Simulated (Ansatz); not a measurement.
This script for Ansatz 0.2.0, Python API starts 8 runs on CH₅AlOS, SMILES O[CH2][AlH][SH]. What input does the engine get in each?

The script, `run_scan.py`:
```python
# -*- coding: utf-8 -*-
"""Potential curve of CH5AlOS along one bond."""

import ansatz as az
import numpy as np

molecule = (
    az.Crystal.molecule()
    .atom("O", (-0.0172, 0.6122, -1.8139))
    .atom("C", (0.73, 0.5665, -0.6808))
    .atom("Al", (0.09, -0.9364, 0.4677))
    .atom("S", (-1.9038, -0.9143, 1.3283))
    .atom("H", (-0.9212, 1.0603, -1.5575))
    .atom("H", (0.7068, 1.5388, -0.1086))
    .atom("H", (1.8084, 0.3715, -0.9803))
    .atom("H", (1.1514, -2.1299, 0.8029))
    .atom("H", (-1.5559, -0.215, 2.5252))
)

symbols = [site.symbol for site in molecule.cartesian_sites]
start = np.array([site.position_ang for site in molecule.cartesian_sites])
axis = (start[8] - start[3]) / np.linalg.norm(start[8] - start[3])
moving = [8]
lengths, energies = [1.258, 1.315, 1.372, 1.429, 1.486, 1.544, 1.601, 1.686], []
for length in lengths:
    xyz = start.copy()
    xyz[moving] += (length - np.linalg.norm(start[8] - start[3])) * axis
    point = az.Crystal.molecule()
    for symbol, place in zip(symbols, xyz):
        point = point.atom(symbol, place.tolist())
    setup = (
        point.calculation()
        .basis(gaussian="def2-SVP")
        .functional("r2SCAN")
        .scf(lower_state_search="standard")
    )
    rep = setup.run(threads=1, backend="cpu").report
    energies.append(rep["free_energy_ev"])
    print(f"r = {length:6.3f} A  E = {energies[-1]:.5f} eV  <S^2> = {abs(rep['mean_field']['state']['spin_squared']):.3f}")

# quartic fit about the minimum
fit = np.polynomial.Polynomial.fit(lengths, np.array(energies) - min(energies), 4).convert()
roots = [r.real for r in fit.deriv().roots() if abs(r.imag) < 1e-9 and fit.deriv(2)(r.real) > 0]
r_e = min(roots, key=lambda r: abs(r - lengths[int(np.argmin(energies))]))
print(f"minimum of the fit at {r_e:.4f} A, force constant {fit.deriv(2)(r_e):.2f} eV/A^2")
```

Run 1:
```yaml
crystal:
  periodic: [false, false, false]
  atoms:
    - { symbol: O, position_ang: [-0.0172, 0.6122, -1.8139] }
    - { symbol: C, position_ang: [0.73, 0.5665, -0.6808] }
    - { symbol: Al, position_ang: [0.09, -0.9364, 0.4677] }
    - { symbol: S, position_ang: [-1.9038, -0.9143, 1.3283] }
    - { symbol: H, position_ang: [-0.9212, 1.0603, -1.5575] }
    - { symbol: H, position_ang: [0.7068, 1.5388, -0.1086] }
    - { symbol: H, position_ang: [1.8084, 0.3715, -0.9803] }
    - { symbol: H, position_ang: [1.1514, -2.1299, 0.8029] }
    - { symbol: H, position_ang: [-1.5975748892043438, -0.29876904288760453, 2.3818235271955186] }
basis:
  gaussian:
    orbitals: def2-SVP
hamiltonian:
  xc: r2scan
scf:
  lower_state_search: standard
```

Run 2, against run 1:
```diff
-    - { symbol: H, position_ang: [-1.5975748892043438, -0.29876904288760453, 2.3818235271955186] }
+    - { symbol: H, position_ang: [-1.583699824565749, -0.2708793254349761, 2.429558694961929] }
```

Run 3, against run 1:
```diff
-    - { symbol: H, position_ang: [-1.5975748892043438, -0.29876904288760453, 2.3818235271955186] }
+    - { symbol: H, position_ang: [-1.569824759927154, -0.24298960798234764, 2.47729386272834] }
```

Run 4, against run 1:
```diff
-    - { symbol: H, position_ang: [-1.5975748892043438, -0.29876904288760453, 2.3818235271955186] }
+    - { symbol: H, position_ang: [-1.5559496952885592, -0.21509989052971926, 2.5250290304947502] }
```

Run 5, against run 1:
```diff
-    - { symbol: H, position_ang: [-1.5975748892043438, -0.29876904288760453, 2.3818235271955186] }
+    - { symbol: H, position_ang: [-1.5420746306499642, -0.18721017307709087, 2.572764198261161] }
```

Run 6, against run 1:
```diff
-    - { symbol: H, position_ang: [-1.5975748892043438, -0.29876904288760453, 2.3818235271955186] }
+    - { symbol: H, position_ang: [-1.5279561438247273, -0.15883116233581984, 2.621336825111193] }
```

Run 7, against run 1:
```diff
-    - { symbol: H, position_ang: [-1.5975748892043438, -0.29876904288760453, 2.3818235271955186] }
+    - { symbol: H, position_ang: [-1.5140810791861323, -0.13094144488319143, 2.6690719928776034] }
```

Run 8, against run 1:
```diff
-    - { symbol: H, position_ang: [-1.5975748892043438, -0.29876904288760453, 2.3818235271955186] }
+    - { symbol: H, position_ang: [-1.493390193321561, -0.08935151534857014, 2.7402560149854085] }
```

```console
$ python run_scan.py
r =  1.258 A  E = -20586.48514 eV  <S^2> = 0.000
r =  1.315 A  E = -20586.60229 eV  <S^2> = 0.000
r =  1.372 A  E = -20586.61590 eV  <S^2> = 0.000
r =  1.429 A  E = -20586.55255 eV  <S^2> = 0.000
r =  1.486 A  E = -20586.43276 eV  <S^2> = 0.000
r =  1.544 A  E = -20586.26924 eV  <S^2> = 0.000
r =  1.601 A  E = -20586.08001 eV  <S^2> = 0.000
r =  1.686 A  E = -20585.76514 eV  <S^2> = 0.000
minimum of the fit at 1.3521 A, force constant 26.30 eV/A^2
```

These settings explore the input space; basis and method may be short of convergence. The rest of the molecule is held rigid at a force-field or estimated start geometry, and the basis set is modest; single-reference methods fail as a bond breaks. The orbitals are restricted, so S² is zero by construction. It ran for 35 s on 1 thread of Intel(R) Xeon(R) Platinum 8375C CPU @ 2.90GHz (Ice Lake), on a shared host, peak memory 0.22 GiB.

(A comment or docstring line of the script was reworded after the run, the code is as it ran; lines on the test bed's own set-up are left out of the output.)
